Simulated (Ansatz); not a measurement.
# SrMg: a single-point run

Wanted: a converged single-point run for SrMg, and a check of what comes out. The structure is shown as the input types it.

Computed with Ansatz 0.2.0 (DFT, LDA, norm-conserving pseudopotentials, Ansatz's default files, scalar-relativistic, unless a step's input says otherwise).

## 1. The system as given

It takes space group Pm-3m (No. 221, cubic). The conventional cell has a = 3.289 Å, b = 3.289 Å, c = 3.289 Å, α = 90.00°, β = 90.00°, γ = 90.00°. Sr (site symmetry m-3m) is surrounded by 8 Mg at 2.85 Å. Around Mg (site symmetry m-3m) lie 8 Sr at 2.85 Å.

As a file:

```
CELL_PARAMETERS angstrom
3.28939 0.00000 0.00000
0.00000 3.28939 0.00000
0.00000 0.00000 3.28939
ATOMIC_POSITIONS crystal
Sr 0.50000 0.50000 0.50000
Mg 0.00000 0.00000 0.00000
```

## 2. The run

File input.yaml:

```yaml
crystal:
  lattice:
    - [3.2893873947, 0.0, 0.0]
    - [0.0, 3.2893873947, 0.0]
    - [0.0, 0.0, 3.2893873947]
  atoms:
    - { symbol: Sr, position: [0.5, 0.5, 0.5] }
    - { symbol: Mg, position: [0.0, 0.0, 0.0] }
kpoints:
  mp_grid: { grid: [9, 9, 9], kspacing: 0.3 }
scf:
  occupations: { method: fermi_dirac, width: 0.05 }
  max_iter: 60
hamiltonian:
  xc: lda
  pseudopotentials: { kind: nc }
output:
  forces: true
  stress: true
  eigenvalues: true
  populations: true
```

Started as:

```bash
$ ansatz run input.yaml --threads 1 --pin off --max-ram 2048MiB --backend cpu --events-out ev --progress --plain --runs-dir out
```

Q: Will this input give a usable result? If not, why, and what should change?

The program refused the input before any cycle. The line that matters: «invalid value for `kpoints.mp_grid.kspacing`: mutually exclusive with `grid` — set one or the other»

The suspect setting: kpoints.mp_grid.kspacing is 0.3. The k-point mesh is ill-defined.

Remedy: delete kpoints.mp_grid.kspacing.
